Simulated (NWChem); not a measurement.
**C2H6OSi (SMILES CO[Si]C): levels of theory compared**

Aim: a comparison of 3 runs (HF/STO-3G, HF/3-21G, B3LYP/6-31G*) of C2H6OSi. 

The results are computed with NWChem 7.3.0.

## (1) Starting point

C2H6OSi has 10 atoms, charge 0, and is taken as a singlet. As SMILES, `CO[Si]C`. The shape is that of a PBE0-D4/def2-TZVP optimisation. This is one conformer, not always the lowest.

Bond lengths: C1–O2 1.407 Å, O2–Si3 1.646 Å, Si3–C4 1.908 Å, C1–H5 1.093 Å, C1–H6 1.093 Å, C1–H7 1.093 Å, C4–H8 1.097 Å, C4–H9 1.097 Å, C4–H10 1.093 Å. Some angles: C1–O2–Si3 133.8°, O2–Si3–C4 103.0°, O2–C1–H5 109.2°, O2–C1–H6 112.4°, O2–C1–H7 109.1°, Si3–C4–H8 111.9°, Si3–C4–H9 111.9°, Si3–C4–H10 109.8°, H5–C1–H6 108.9°, H5–C1–H7 108.3°.

## (2) Energy and gradient at HF/STO-3G (run 1)

struct.nw reads:

```
start struct
title "C2H6OSi"
memory total 2200 mb
geometry units atomic noautosym nocenter noautoz
  C   -0.85755772   2.38615718  -1.47871069
  O    1.68733646   2.01577086  -0.80029901
  Si   3.20327475  -0.23508193   0.71885182
  C    0.58279154  -2.57947616   1.51801700
  H   -0.99626361   2.54130369  -3.53340991
  H   -2.07340750   0.84225093  -0.84149504
  H   -1.52992227   4.15286213  -0.64704223
  H   -0.34846550  -3.30928839  -0.18368138
  H   -0.88363594  -1.72418612   2.70703267
  H    1.37250808  -4.18725515   2.54621698
end
basis spherical bse
  * library STO-3G
end
scf
  nopen 0
  rhf
  thresh 1e-08
  maxiter 80
  noprint "final vectors analysis"
end
task scf gradient
```

Run with:

```console
nwchem struct.nw > struct.out
```

What it wrote:

```text
[...]
  functions       =    30
[...]
  wavefunction    = RHF
[...]
         Total SCF energy =   -437.732938430820
      One-electron energy =   -926.022089134943
      Two-electron energy =    328.120403656040
 Nuclear repulsion energy =    160.168747048082
        Time for solution =      1.2s
[...]
                         RHF ENERGY GRADIENTS
    atom               coordinates                        gradient
                 x          y          z           x          y          z
   1 C      -0.857558   2.386157  -1.478711   -0.002496   0.008333  -0.005081
   2 O       1.687336   2.015771  -0.800299   -0.016881   0.004073  -0.005387
   3 Si      3.203275  -0.235082   0.718852    0.002282  -0.003139   0.002166
   4 C       0.582792  -2.579476   1.518017    0.007982  -0.002913   0.003052
   5 H      -0.996264   2.541304  -3.533410    0.004567  -0.000386   0.002251
   6 H      -2.073408   0.842251  -0.841495    0.005762  -0.002501   0.002461
   7 H      -1.529922   4.152862  -0.647042    0.004889  -0.001369   0.000496
   8 H      -0.348466  -3.309288  -0.183681   -0.004102  -0.001889  -0.010594
   9 H      -0.883636  -1.724186   2.707033   -0.007100   0.007039   0.005697
  10 H       1.372508  -4.187255   2.546217    0.005096  -0.007247   0.004939
[...]
```

Wall time 2.1 s (1 thread of Intel Xeon 6975P-C (Granite Rapids), shared host); peak memory 0.096 GiB.

## (3) Energy and gradient at HF/3-21G (run 2)

run.py reads:

```python
from ase import Atoms
from ase.calculators.nwchem import NWChem

molecule = Atoms(['C', 'O', 'Si', 'C', 'H', 'H', 'H', 'H', 'H', 'H'], positions=[
    [-0.453800, 1.262700, -0.782500],
    [0.892900, 1.066700, -0.423500],
    [1.695100, -0.124400, 0.380400],
    [0.308400, -1.365000, 0.803300],
    [-0.527200, 1.344800, -1.869800],
    [-1.097200, 0.445700, -0.445300],
    [-0.809600, 2.197600, -0.342400],
    [-0.184400, -1.751200, -0.097200],
    [-0.467600, -0.912400, 1.432500],
    [0.726300, -2.215800, 1.347400],
])

calc = NWChem(
    label='c2h6osi',
    theory='scf',
    memory='2200 mb',
    basis='3-21G',
    basispar='spherical bse',
    scf={'nopen': '0', 'rhf': None, 'thresh': '1e-08', 'maxiter': '80'},
)
molecule.calc = calc

forces = molecule.get_forces()
print("Total energy (eV):", round(molecule.get_potential_energy(), 6))
print("forces (eV/A):")
for s, f in zip(molecule.symbols, forces):
    print(f"{s:2s} {f[0]:10.5f} {f[1]:10.5f} {f[2]:10.5f}")
print("dipole (e A):", molecule.get_dipole_moment().round(4))
```

Run with:

```console
export ASE_NWCHEM_COMMAND="nwchem PREFIX.nwi > PREFIX.nwo"
python run.py
```

What it wrote:

```text
Total energy (eV): -11990.742848
forces (eV/A):
C    -1.04284    0.50239   -0.46789
O     0.03121    0.17555   -0.09091
Si    1.50985   -0.16337    0.37075
C    -0.72541   -0.58601    0.18707
H    -0.04906   -0.02453    0.36705
H     0.16064    0.32324   -0.15123
H     0.05060   -0.32627   -0.17268
H     0.04155    0.02772    0.24611
H     0.11087   -0.18039   -0.13354
H    -0.08747    0.25166   -0.15478
dipole (e A): [-0.5528 -0.1161 -0.0393]
```

The calculator wrote c2h6osi.nwi:

```
title "c2h6osi"

permanent_dir c2h6osi

scratch_dir c2h6osi

start c2h6osi

geometry units angstrom nocenter noautosym noautoz
  C  -4.5379999999999998e-01 1.2626999999999999e+00 -7.8249999999999997e-01
  O  8.9290000000000003e-01 1.0667000000000000e+00 -4.2349999999999999e-01
  Si 1.6951000000000001e+00 -1.2440000000000000e-01 3.8040000000000002e-01
  C  3.0840000000000001e-01 -1.3650000000000000e+00 8.0330000000000001e-01
  H  -5.2720000000000000e-01 1.3448000000000000e+00 -1.8697999999999999e+00
  H  -1.0972000000000000e+00 4.4569999999999999e-01 -4.4529999999999997e-01
  H  -8.0959999999999999e-01 2.1976000000000000e+00 -3.4239999999999998e-01
  H  -1.8440000000000001e-01 -1.7512000000000001e+00 -9.7199999999999995e-02
  H  -4.6760000000000002e-01 -9.1239999999999999e-01 1.4325000000000001e+00
  H  7.2629999999999995e-01 -2.2158000000000002e+00 1.3473999999999999e+00
end

memory 2200 mb

basis spherical bse noprint
   * library 3-21G
end

scf
  nopen 0
  rhf
  thresh 1e-08
  maxiter 80
end

task scf gradient
```

c2h6osi.nwo, cut to the lines that bear on the results:

```text
[...]
      One-electron energy =   -925.813017375506
[... 1 line left out ...]
 Nuclear repulsion energy =    160.168758589210
[... 38 lines left out ...]
                       ROHF Final Molecular Orbital Analysis
[... 210 lines left out ...]
     1   1 0 0     -1.044637      0.000000     52.236751
[...]
  wavefunction    =   RHF
                         RHF ENERGY GRADIENTS
    atom               coordinates                        gradient
                 x          y          z           x          y          z
   1 C      -0.857558   2.386157  -1.478711    0.020280  -0.009770   0.009099
   2 O       1.687336   2.015771  -0.800299   -0.000607  -0.003414   0.001768
   3 Si      3.203275  -0.235082   0.718852   -0.029362   0.003177  -0.007210
[... 6 lines of this table left out ...]
  10 H       1.372508  -4.187255   2.546217    0.001701  -0.004894   0.003010
[...]
```

Run time: 2.7 s. Hardware: 1 thread of Intel Xeon 6975P-C (Granite Rapids), shared host; peak memory 0.097 GiB.

## (4) Energy and gradient at B3LYP/6-31G(d) (Cartesian functions) (run 3)

c2h6osi.nw reads:

```
start c2h6osi
title "C2H6OSi"
memory 2200 mb

geometry units au noautosym nocenter noautoz
  C  -0.85755772  2.38615718 -1.47871069
  O   1.68733646  2.01577086 -0.80029901
  Si  3.20327475 -0.23508193  0.71885182
  C   0.58279154 -2.57947616  1.51801700
  H  -0.99626361  2.54130369 -3.53340991
  H  -2.07340750  0.84225093 -0.84149504
  H  -1.52992227  4.15286213 -0.64704223
  H  -0.34846550 -3.30928839 -0.18368138
  H  -0.88363594 -1.72418612  2.70703267
  H   1.37250808 -4.18725515  2.54621698
end

basis cartesian
  * library 6-31G*
end

dft
  xc b3lyp
  grid xfine
  convergence energy 1e-08
  maxiter 100
  mulliken
  noprint "final vectors analysis"
end

task dft gradient
```

Run with:

```console
nwchem c2h6osi.nw > c2h6osi.out
```

What it wrote:

```text
[...]
          Wavefunction type:  closed shell.
          No. of atoms     :    10
          No. of electrons :    40
[...]
          Charge           :     0
          Spin multiplicity:     1
[...]
          AO basis - number of functions:    76
[...]
              XC Information
              --------------
                         B3LYP Method XC Potential
                     Hartree-Fock (Exact) Exchange  0.200
                        Slater Exchange Functional  0.800 local
                    Becke 1988 Exchange Functional  0.720 non-local
              Lee-Yang-Parr Correlation Functional  0.810
                  VWN I RPA Correlation Functional  0.190 local
[...]
 d= 0,ls=0.0,diis     1   -444.4690162514 -6.05D+02  1.43D-02  6.23D-01     2.8
[...]
 d= 0,ls=0.0,diis    10   -444.5306202411 -4.06D-09  5.63D-07  3.53D-09    25.6
         Total DFT energy =     -444.530620241133
      One electron energy =     -929.262886215009
           Coulomb energy =      367.185031400860
    Exchange-Corr. energy =      -42.621512475067
 Nuclear repulsion energy =      160.168747048082
[...]
      Total Density - Mulliken Population Analysis
     ---------------------------------------------
    Atom       Charge   Shell Charges
 -----------   ------   -------------------------------------------------------
    1 C    6     6.21   1.99  0.69  2.08  0.57  0.83  0.05
    2 O    8     8.51   1.99  0.90  2.94  0.90  1.74  0.03
    3 Si  14    13.52   2.00  1.99  5.96  1.24  1.31  0.63  0.30  0.09
    4 C    6     6.72   1.99  0.67  2.12  0.70  1.21  0.02
    5 H    1     0.84   0.53  0.31
    6 H    1     0.86   0.53  0.32
    7 H    1     0.84   0.53  0.31
    8 H    1     0.84   0.51  0.32
    9 H    1     0.84   0.51  0.32
   10 H    1     0.83   0.52  0.31
[...]
  wavefunction    = closed shell
                         DFT ENERGY GRADIENTS
    atom               coordinates                        gradient
                 x          y          z           x          y          z
   1 C      -0.857558   2.386157  -1.478711    0.005825  -0.000631   0.001379
   2 O       1.687336   2.015771  -0.800299   -0.001722  -0.008325   0.004275
   3 Si      3.203275  -0.235082   0.718852   -0.012093   0.004711  -0.004838
   4 C       0.582792  -2.579476   1.518017    0.002027   0.002033  -0.000739
   5 H      -0.996264   2.541304  -3.533410    0.000248  -0.000306   0.002128
   6 H      -2.073408   0.842251  -0.841495    0.001658   0.000924  -0.000201
   7 H      -1.529922   4.152862  -0.647042    0.000788  -0.001883  -0.000698
   8 H      -0.348466  -3.309288  -0.183681    0.001573   0.001440   0.001089
   9 H      -0.883636  -1.724186   2.707033    0.002029   0.000131  -0.001295
  10 H       1.372508  -4.187255   2.546217   -0.000334   0.001906  -0.001102
[...]
```

Run time: 31 s. Hardware: 1 thread of Intel Xeon 6975P-C (Granite Rapids), shared host; peak memory 0.15 GiB.

## (5) All runs side by side

| run | level | Cartesian functions | iteration cap | energy (Eh) | dipole moment (D) | largest force (eV/Å) | wall time |
| --- | --- | --- | --- | --- | --- | --- | --- |
| 1 | HF/STO-3G | no | 80 | -437.732938 | 0.73 | 0.935 | 2.1 s |
| 2 | HF/3-21G | no | 80 | -440.651676 | 2.72 | 1.563 | 2.7 s |
| 3 | B3LYP/6-31G* (Cartesian functions) | yes | 100 | -444.530620 | 2.50 | 0.712 | 31 s |

## (6) Results

```
                       quantity          value
            run 3: total energy  -444.53062 Eh
           run 3: dipole moment         2.50 D
run 3: largest force on an atom     0.712 eV/Å
```

**Reading.** The dipole moment (its size) runs from 0.73 D (HF/STO-3G) to 2.72 D (HF/3-21G). In run 1 the basis is minimal, so the values are rough. All runs together took 36 s, the longest 31 s.
